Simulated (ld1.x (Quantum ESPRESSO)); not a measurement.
# Pseudopotential generation for cobalt: PAW, PBE

Do these settings give a usable potential? It is generated, then checked for transferability, scattering, ghosts and hardness.

The numbers are computed with ld1.x (Quantum ESPRESSO) 7.5 (PBE, scalar-relativistic, spin-unpolarised reference atom).

## 1. Settings

Typed settings, in words:

- element: cobalt (Co, Z = 27)
- type: PAW
- frozen core: [Ne]
- valence charge: 17
- reference configuration: 3s2 3p6 3d7 4s2 4p0
- partial waves: 3s (bound): rcut 1.05, rcutus 1.15 bohr; 4s (bound): rcut 1.05, rcutus 1.15 bohr; 3p (bound): rcut 1.45, rcutus 1.70 bohr; 4p (bound, empty): rcut 1.45, rcutus 1.70 bohr; 3d (bound): rcut 0.85, rcutus 1.10 bohr; 3d channel at -0.1 Ry: rcut 0.85, rcutus 1.10 bohr
- local potential: all-electron potential smoothed inside 1.05 bohr (lloc = -1)
- core correction: a·sin(br)/r model core, default radius (core density twice the valence density)
- augmentation charge: BESSEL, radius 0.75 bohr

## 2. Generating the potential

File Co.in:

```
 &input
   title='Co', zed=27., rel=1, dft='PBE', iswitch=3,
   config='[Ar] 3d7 4s2 4p0',
   nld=3, rlderiv=1.85, eminld=-10.0, emaxld=5.0, deld=0.04
 /
 &inputp
   pseudotype=3, lpaw=.true., tm=.true., lloc=-1, rcloc=1.05,
   nlcc=.true.,
   which_augfun='BESSEL', rmatch_augfun=0.75,
   file_pseudopw='Co.UPF', file_wfcaegen='ae.wfc', file_wfcncgen='nc.wfc', file_beta='beta', file_chi='chi', file_wfcusgen='us.wfc'
 /
6
3S  1  0   2.00   0.00  1.05  1.15  0.0
4S  2  0   2.00   0.00  1.05  1.15  0.0
3P  2  1   6.00   0.00  1.45  1.70  0.0
4P  3  1   0.00   0.00  1.45  1.70  0.0
3D  3  2   7.00   0.00  0.85  1.10  0.0
3D  3  2   0.00  -0.10  0.85  1.10  0.0
 &test
   configts(1)='3s2 3p6 3d7 4s2 4p0'
 /
```

Launch:

```bash
$ ld1.x < Co.in > Co.out
```

What the program wrote to Co.out (without the banner and most projector matrices):

```text
     Program LD1 v.7.5
     --------------------------- All-electron run ----------------------------

     Co
     scalar relativistic calculation

     atomic number is 27.00
     dft =PBE   lsd =0 sic =0 latt =0  beta=0.20 tr2=1.0E-14
     Exchange-correlation= PBE
                           (   1   4   3   4   0   0   0)
     mesh =1193 r(mesh) =  99.89935 a.u. xmin = -7.00 dx = 0.01250
     1 Ry =  13.60569312 eV, c = 137.03599908

     n l     nl                  e(Ry)          e(Ha)          e(eV)
     1 0     1S 1( 2.00)      -558.0826      -279.0413     -7593.1006
     2 0     2S 1( 2.00)       -66.0755       -33.0378      -899.0036
     2 1     2P 1( 6.00)       -56.5897       -28.2948      -769.9416
     3 0     3S 1( 2.00)        -7.5266        -3.7633      -102.4044
     3 1     3P 1( 6.00)        -4.8242        -2.4121       -65.6364
     3 2     3D 1( 7.00)        -0.6030        -0.3015        -8.2040
     4 0     4S 1( 2.00)        -0.4020        -0.2010        -5.4697
     4 1     4P 1( 0.00)        -0.0938        -0.0469        -1.2766

     final scf error:  8.6E-15 reached in  32 iterations

     Etot =   -2786.294851 Ry,   -1393.147426 Ha,  -37909.472698 eV

     Ekin =    2822.267919 Ry,    1411.133959 Ha,   38398.911213 eV
     Encl =   -6674.713191 Ry,   -3337.356595 Ha,  -90814.099355 eV
     Eh   =    1184.776043 Ry,     592.388022 Ha,   16119.699266 eV
     Exc  =    -118.625623 Ry,     -59.312811 Ha,   -1613.983821 eV

     normalization and overlap integrals

     s(1S/1S) =  1.000000  <r> =   0.0562  <r2> =    0.0042  r(max) =   0.0366
     s(2S/2S) =  1.000000  <r> =   0.2555  <r2> =    0.0770  r(max) =   0.2131
     s(2P/2P) =  1.000000  <r> =   0.2250  <r2> =    0.0622  r(max) =   0.1723
     s(3S/3S) =  1.000000  <r> =   0.7736  <r2> =    0.6913  r(max) =   0.6648
     s(3P/3P) =  1.000000  <r> =   0.8160  <r2> =    0.7864  r(max) =   0.6816
     s(3D/3D) =  1.000000  <r> =   1.0711  <r2> =    1.5569  r(max) =   0.6648
     s(4S/4S) =  1.000000  <r> =   2.8937  <r2> =    9.7888  r(max) =   2.3202
     s(4P/4P) =  1.000000  <r> =   4.4224  <r2> =   23.7598  r(max) =   3.2517

     ------------------------ End of All-electron run ------------------------

     --------------------- Generating PAW atomic setup --------------------

      Generating local potential from pseudized AE potential:
      Matching radius rcloc =   1.0500

      Local pseudo, rcloc= 1.056 Estimated cut-off energy=    22.30 Ry

      Computing core charge for nlcc:

       r > 0.37 : true rho core
       r < 0.37 : rho core = a sin(br)/r    a=  55.30  b=   7.11

      Integrated core pseudo-charge :   3.91
      Wfc-us  3S rcutus= 1.138  Estimated cut-off energy=    40.59 Ry
      Wfc-us  4S rcutus= 1.138  Estimated cut-off energy=    79.13 Ry
      Wfc-us  3P rcutus= 1.698  Estimated cut-off energy=    30.29 Ry
      Wfc-us  4P rcutus= 1.698  Estimated cut-off energy=    57.44 Ry
      Wfc-us  3D rcutus= 1.110  Estimated cut-off energy=    92.87 Ry
      Wfc-us  3D rcutus= 1.110  Estimated cut-off energy=    95.20 Ry

     Required augmentation: BESSEL   radius:    0.750000
     Suggested rho cutoff for augmentation: 174.98 Ry

     Estimated PAW energy = -376.116501 Ryd

     The PAW screened D coefficients
    11.25070     3.48130     0.00000     0.00000     0.00000     0.00000
     3.48130     1.00449     0.00000     0.00000     0.00000     0.00000
     0.00000     0.00000    -3.40164     0.81797     0.00000     0.00000
     0.00000     0.00000     0.81797     0.31361     0.00000     0.00000
     0.00000     0.00000     0.00000     0.00000    -1.92506    -1.21069
     0.00000     0.00000     0.00000     0.00000    -1.21069    -0.75938

     The PAW descreened D coefficients (US)
     1.33138    -0.12017     0.00000     0.00000     0.00000     0.00000
    -0.12017    -0.23737     0.00000     0.00000     0.00000     0.00000
     0.00000     0.00000    17.88746    -3.15084     0.00000     0.00000
     0.00000     0.00000    -3.15084    -4.65882     0.00000     0.00000
     0.00000     0.00000     0.00000     0.00000     5.04110     3.36046
     0.00000     0.00000     0.00000     0.00000     3.36046     2.23930

     ------------------- End of pseudopotential generation -------------------

     [... the all-electron block is printed once more ...]


     Computing logarithmic derivative in   1.84123
     Computing logarithmic derivative in   1.84123
     Computing the partial wave expansion
     R is outside the sphere for l=    0 j= 0.00
     R is outside the sphere for l=    0 j= 0.00
     R is outside the sphere for l=    1 j= 0.00
     R is outside the sphere for l=    1 j= 0.00
     R is outside the sphere for l=    2 j= 0.00
     R is outside the sphere for l=    2 j= 0.00

     ---------------------- Testing the pseudopotential ----------------------

     Co
     scalar relativistic calculation

     atomic number is 27.00   valence charge is 17.00
     dft = SLA  PW   PBX  PBC   lsd =0 sic =0 latt =0  beta=0.20 tr2=1.0E-14
     mesh =1193 r(mesh) =  99.89935 xmin = -7.00 dx = 0.01250

     n l     nl             e AE (Ry)        e PS (Ry)    De AE-PS (Ry)
     1 0     3S   1( 2.00)       -7.52658       -7.52650       -0.00009
     2 1     3P   1( 6.00)       -4.82419       -4.82416       -0.00003
     3 2     3D   1( 7.00)       -0.60298       -0.60294       -0.00004
     2 0     4S   1( 2.00)       -0.40202       -0.40201       -0.00001
     3 1     4P   1( 0.00)       -0.09383       -0.09382       -0.00001

     eps = 8.0E-15  iter = 13

     Etot =   -2786.294851 Ry,   -1393.147426 Ha,  -37909.472698 eV
     Etotps =  -376.116507 Ry,    -188.058254 Ha,   -5117.325775 eV

     Ekin =     327.585144 Ry,     163.792572 Ha,    4457.022939 eV
     Encl =    -836.247859 Ry,    -418.123929 Ha,  -11377.731739 eV
     Ehrt =     251.172310 Ry,     125.586155 Ha,    3417.373365 eV
     Ecxc =    -118.626102 Ry,     -59.313051 Ha,   -1613.990339 eV
     (Ecc =     -14.526558 Ry,      -7.263279 Ha,    -197.643895 eV)

     ---------------------- End of pseudopotential test ----------------------
```

It took 2.2 s on 1 thread of Neoverse-V1, shared host. (Generation and the later configuration tests together.)

All-electron and pseudo partial waves u(r) = r·R(r), from the program's wave files:

```csv
r (bohr),4p AE,4p PS,3s AE,3s PS
0.085,-0.0811,0.0236,-0.1397,0.3516
0.170,-0.0895,0.0903,-0.6753,0.6792
0.255,-0.0220,0.1892,-0.3903,0.9616
0.340,0.0597,0.3038,0.1872,1.1825
0.425,0.1233,0.4156,0.7084,1.3320
0.510,0.1593,0.5067,1.0568,1.4076
0.595,0.1692,0.5630,1.2307,1.4139
0.680,0.1584,0.5762,1.2700,1.3615
0.765,0.1330,0.5451,1.2205,1.2648
0.850,0.0981,0.4750,1.1202,1.1404
0.935,0.0579,0.3762,0.9961,1.0038
1.020,0.0151,0.2619,0.8660,0.8677
1.105,-0.0283,0.1456,0.7404,0.7405
1.190,-0.0709,0.0383,0.6251,0.6251
1.275,-0.1119,-0.0526,0.5226,0.5226
1.360,-0.1508,-0.1244,0.4335,0.4335
1.445,-0.1874,-0.1787,0.3574,0.3574
1.530,-0.2214,-0.2198,0.2932,0.2932
1.615,-0.2530,-0.2529,0.2395,0.2395
1.700,-0.2819,-0.2819,0.1950,0.1950
1.785,-0.3085,-0.3085,0.1583,0.1583
1.870,-0.3327,-0.3327,0.1282,0.1282
1.955,-0.3547,-0.3547,0.1037,0.1037
2.040,-0.3746,-0.3746,0.0837,0.0837
2.125,-0.3925,-0.3925,0.0674,0.0674
2.210,-0.4085,-0.4085,0.0542,0.0542
```

## 3. Transferability test

File Co.test.in:

```
 &input
   title='Co', zed=27., rel=1, dft='PBE', iswitch=2,
   config='[Ar] 3d7 4s2 4p0'
 /
 &test
   file_pseudo='Co.UPF', nconf=8,
   configts(1)='3s2 3p6 3d7 4s2 4p0',
   configts(2)='3s2 3p6 3d7 4s1 4p0',
   configts(3)='3s2 3p6 3d7 4s0 4p0',
   configts(4)='3s2 3p6 3d6 4s0 4p0',
   configts(5)='3s2 3p6 3d5 4s0 4p0',
   configts(6)='3s2 3p6 3d7.5 4s1.5 4p0',
   configts(7)='3s2 3p6 3d7 4s0 4p1',
   configts(8)='3s2 3p6 3d7 4s1.5 4p0'
 /
```

Launch:

```bash
$ ld1.x < Co.test.in > Co.test.out
```

Co.test.out, the pseudopotential blocks, each with the warnings that came before it:

```text
     ---------------------- Testing the pseudopotential ----------------------

     Co
     scalar relativistic calculation

     atomic number is 27.00   valence charge is 17.00
     dft =SLA  PW   PBX  PBC   lsd =0 sic =0 latt =0  beta=0.20 tr2=1.0E-14
     mesh =1193 r(mesh) =  99.89935 xmin = -7.00 dx = 0.01250

     n l     nl             e AE (Ry)        e PS (Ry)    De AE-PS (Ry)
     1 0     3S   1( 2.00)       -7.52658       -7.52650       -0.00009
     2 1     3P   1( 6.00)       -4.82419       -4.82416       -0.00003
     3 2     3D   1( 7.00)       -0.60298       -0.60294       -0.00004
     2 0     4S   1( 2.00)       -0.40202       -0.40201       -0.00001
     3 1     4P   1( 0.00)       -0.09383       -0.09382       -0.00001

     eps = 8.1E-15  iter = 13

     Etot =   -2786.294851 Ry,   -1393.147426 Ha,  -37909.472698 eV
     Etotps =  -376.116507 Ry,    -188.058254 Ha,   -5117.325774 eV

     Ekin =     327.585144 Ry,     163.792572 Ha,    4457.022941 eV
     Encl =    -836.247859 Ry,    -418.123929 Ha,  -11377.731740 eV
     Ehrt =     251.172310 Ry,     125.586155 Ha,    3417.373364 eV
     Ecxc =    -118.626102 Ry,     -59.313051 Ha,   -1613.990339 eV
     (Ecc =     -14.526558 Ry,      -7.263279 Ha,    -197.643895 eV)

     ---------------------- End of pseudopotential test ----------------------

     ---------------------- Testing the pseudopotential ----------------------

     Co
     [...]
     n l     nl             e AE (Ry)        e PS (Ry)    De AE-PS (Ry)
     1 0     3S   1( 2.00)       -8.17488       -8.17181       -0.00307
     2 1     3P   1( 6.00)       -5.47350       -5.47231       -0.00119
     3 2     3D   1( 7.00)       -1.24646       -1.24467       -0.00179
     2 0     4S   1( 1.00)       -0.93803       -0.93827        0.00024
     3 1     4P   1( 0.00)       -0.54886       -0.54944        0.00057

     eps = 7.9E-15  iter = 13

     Etot =   -2785.631149 Ry,   -1392.815574 Ha,  -37900.442564 eV
     Etotps =  -375.452616 Ry,    -187.726308 Ha,   -5108.293071 eV
     dEtot_ae =       0.663703 Ry
     dEtot_ps =       0.663891 Ry,   Delta E=      -0.000189 Ry

     [...]
     ---------------------- End of pseudopotential test ----------------------

     ---------------------- Testing the pseudopotential ----------------------

     Co
     [...]
     n l     nl             e AE (Ry)        e PS (Ry)    De AE-PS (Ry)
     1 0     3S   1( 2.00)       -8.92863       -8.92219       -0.00644  !
     2 1     3P   1( 6.00)       -6.22769       -6.22478       -0.00291
     3 2     3D   1( 7.00)       -1.98916       -1.98517       -0.00399
     2 0     4S   1( 0.00)       -1.53869       -1.53911        0.00042
     3 1     4P   1( 0.00)       -1.07841       -1.08420        0.00579  !

     eps = 1.5E-15  iter = 16

     Etot =   -2784.397424 Ry,   -1392.198712 Ha,  -37883.656885 eV
     Etotps =  -374.218421 Ry,    -187.109210 Ha,   -5091.500991 eV
     dEtot_ae =       1.897427 Ry
     dEtot_ps =       1.898087 Ry,   Delta E=      -0.000659 Ry

     [...]
     ---------------------- End of pseudopotential test ----------------------

     ---------------------- Testing the pseudopotential ----------------------

     Co
     [...]
     n l     nl             e AE (Ry)        e PS (Ry)    De AE-PS (Ry)
     1 0     3S   1( 2.00)      -10.34477      -10.38628        0.04152  !
     2 1     3P   1( 6.00)       -7.62638       -7.64836        0.02197  !
     3 2     3D   1( 6.00)       -3.31966       -3.35064        0.03098  !
     2 0     4S   1( 0.00)       -2.38146       -2.38318        0.00172
     3 1     4P   1( 0.00)       -1.82341       -1.89704        0.07363  !

     eps = 3.7E-15  iter = 14

     Etot =   -2781.761040 Ry,   -1390.880520 Ha,  -37847.787048 eV
     Etotps =  -371.572155 Ry,    -185.786078 Ha,   -5055.496719 eV
     dEtot_ae =       4.533812 Ry
     dEtot_ps =       4.544352 Ry,   Delta E=      -0.010540 Ry

     [...]
     ---------------------- End of pseudopotential test ----------------------

     Warning: n=2, l=1 expected 0 nodes, found 1
     ---------------------- Testing the pseudopotential ----------------------

     Co
     [...]
     n l     nl             e AE (Ry)        e PS (Ry)    De AE-PS (Ry)
     1 0     3S   1( 2.00)      -11.95396      -12.09480        0.14084  !
     2 1     3P   1( 6.00)       -9.21411       -9.29370        0.07959  !
     3 2     3D   1( 5.00)       -4.84765       -4.96507        0.11741  !
     2 0     4S   1( 0.00)       -3.32737       -3.34285        0.01549  !
     3 1     4P   1( 0.00)       -2.68132       -2.94540        0.26408  !

     eps = 6.1E-15  iter = 25

     Etot =   -2777.692752 Ry,   -1388.846376 Ha,  -37792.435173 eV
     Etotps =  -367.434442 Ry,    -183.717221 Ha,   -4999.200257 eV
     dEtot_ae =       8.602099 Ry
     dEtot_ps =       8.682065 Ry,   Delta E=      -0.079966 Ry

     [...]
     ---------------------- End of pseudopotential test ----------------------

     ---------------------- Testing the pseudopotential ----------------------

     Co
     [...]
     n l     nl             e AE (Ry)        e PS (Ry)    De AE-PS (Ry)
     1 0     3S   1( 2.00)       -7.33578       -7.32801       -0.00777  !
     2 1     3P   1( 6.00)       -4.63891       -4.63716       -0.00174
     3 2     3D   1( 7.50)       -0.44423       -0.44065       -0.00358
     2 0     4S   1( 1.50)       -0.35944       -0.36045        0.00101
     3 1     4P   1( 0.00)       -0.07538       -0.07489       -0.00048

     eps = 2.3E-15  iter = 16

     Etot =   -2786.365447 Ry,   -1393.182723 Ha,  -37910.433198 eV
     Etotps =  -376.185731 Ry,    -188.092865 Ha,   -5118.267609 eV
     dEtot_ae =      -0.070595 Ry
     dEtot_ps =      -0.069224 Ry,   Delta E=      -0.001372 Ry

     [...]
     ---------------------- End of pseudopotential test ----------------------

     ---------------------- Testing the pseudopotential ----------------------

     Co
     [...]
     n l     nl             e AE (Ry)        e PS (Ry)    De AE-PS (Ry)
     1 0     3S   1( 2.00)       -8.29043       -8.26239       -0.02804  !
     2 1     3P   1( 6.00)       -5.58906       -5.55664       -0.03242  !
     3 2     3D   1( 7.00)       -1.35700       -1.33285       -0.02415  !
     2 0     4S   1( 0.00)       -1.00643       -1.00027       -0.00617  !
     3 1     4P   1( 1.00)       -0.60637       -0.60862        0.00225

     eps = 8.7E-15  iter = 25

     Etot =   -2785.236570 Ry,   -1392.618285 Ha,  -37895.074046 eV
     Etotps =  -375.061761 Ry,    -187.530880 Ha,   -5102.975217 eV
     dEtot_ae =       1.058281 Ry
     dEtot_ps =       1.054746 Ry,   Delta E=       0.003535 Ry

     [...]
     ---------------------- End of pseudopotential test ----------------------

     ---------------------- Testing the pseudopotential ----------------------

     Co
     [...]
     n l     nl             e AE (Ry)        e PS (Ry)    De AE-PS (Ry)
     1 0     3S   1( 2.00)       -7.83604       -7.83457       -0.00147
     2 1     3P   1( 6.00)       -5.13418       -5.13365       -0.00053
     3 2     3D   1( 7.00)       -0.91071       -0.90988       -0.00084
     2 0     4S   1( 1.50)       -0.66067       -0.66077        0.00010
     3 1     4P   1( 0.00)       -0.30907       -0.30906       -0.00000

     eps = 1.6E-15  iter = 14

     Etot =   -2786.030079 Ry,   -1393.015039 Ha,  -37905.870282 eV
     Etotps =  -375.851681 Ry,    -187.925840 Ha,   -5113.722627 eV
     dEtot_ae =       0.264773 Ry
     dEtot_ps =       0.264826 Ry,   Delta E=      -0.000054 Ry

     [...]
     ---------------------- End of pseudopotential test ----------------------
```

Excitation and ionisation energies from 3s2 3p6 3d7 4s2 4p0, with the error of the potential. A star marks tests that logged a warning.

```csv
valence configuration,charge,ΔE all-electron (eV),error AE − PS (meV)
3s2 3p6 3d7 4s1 4p0,+1,9.030,-2.6
3s2 3p6 3d7 4s0 4p0,+2,25.816,-9.0
3s2 3p6 3d6 4s0 4p0,+3,61.686,-143
3s2 3p6 3d5 4s0 4p0 *,+4,117.038,-1088
3s2 3p6 3d7.5 4s1.5 4p0,0,-0.960,-19
3s2 3p6 3d7 4s0 4p1,+1,14.399,+48
3s2 3p6 3d7 4s1.5 4p0,+0.5,3.602,-0.7
```

## 4. Logarithmic derivatives

Taken from the files of the generation run. The phase is arctan(r·u′/u) with u = r·R, unwrapped, with energies in Ry. A pole is an energy at which the radial function vanishes at the test radius. The pseudo phase is shifted by a multiple of π to meet the all-electron one at the reference energy. Levels narrower than the energy grid can be missing from the poles. Left out: s, p, where the overlap operator is not positive , so their phases aren't trusted. The last column is the largest difference on the grid between −1 and +1 Ry.

```tsv
channel	radius (bohr)	reference (Ry)	poles AE	poles PS	window around the reference with phases within 0.05 rad (Ry)	largest difference near zero (rad)
d	1.84	-0.60	-0.09	-0.09	the whole range	0.000
```

Phases (rad) along the scan:

```csv
E (Ry),d AE,d PS
-10.00,1.401,1.401
-9.52,1.397,1.397
-9.04,1.392,1.393
-8.56,1.388,1.388
-8.08,1.382,1.382
-7.60,1.376,1.377
-7.12,1.370,1.370
-6.64,1.363,1.363
-6.16,1.355,1.355
-5.68,1.346,1.346
-5.20,1.336,1.336
-4.72,1.323,1.323
-4.24,1.309,1.309
-3.76,1.291,1.291
-3.28,1.269,1.269
-2.80,1.239,1.239
-2.32,1.194,1.194
-1.84,1.117,1.117
-1.36,0.938,0.937
-0.88,0.087,0.087
-0.40,-1.351,-1.351
0.08,-1.638,-1.638
0.56,-1.753,-1.753
1.04,-1.833,-1.833
1.52,-1.908,-1.909
2.00,-1.996,-1.996
2.48,-2.113,-2.113
2.96,-2.292,-2.292
3.44,-2.595,-2.594
3.92,-3.091,-3.086
4.40,-3.649,-3.641
4.88,-4.032,-4.024
```

## 5. Cutoff and ghost test in a Bessel basis

A separate test, outside the generator: the pseudo-atom's Hamiltonian at the reference potential is diagonalised in spherical Bessel functions j_l(qr) that vanish at 20 bohr, with q² up to the cutoff.

No cutoffs are read. The overlap operator is not positive in s, p (lowest eigenvalue -4.272), so the test is not defined there. The ghost test is not conclusive.

## 6. Results

| quantity | value |
| --- | --- |
| cutoffs | not determined |
| bound ghosts | not determined |
| largest test error (AE − PS) | -1088 meV, for 3s2 3p6 3d5 4s0 4p0 (this test logged a warning) |
| largest phase difference near zero energy, channels read | 0.000 rad |
| lowest eigenvalue of the overlap (Bessel basis) | -4.272 (p) |

What this shows: The overlap operator is not positive definite in s, p, so a plane-wave run would break down once the basis is large enough. The worst unpolarised test, 3s2 3p6 3d5 4s0 4p0, is off by 1088 meV on 117.0 eV; by total energies transferability rates as poor. That test lies far up in energy; among those under 40 eV, nearer to bonding, the largest error is 48 meV. No cutoffs are read. Ghosts could not be judged. Near zero energy the phases of the channels with partial waves that could be evaluated agree within 0.001 rad. These are tests on the free atom; a crystal test is still owed.
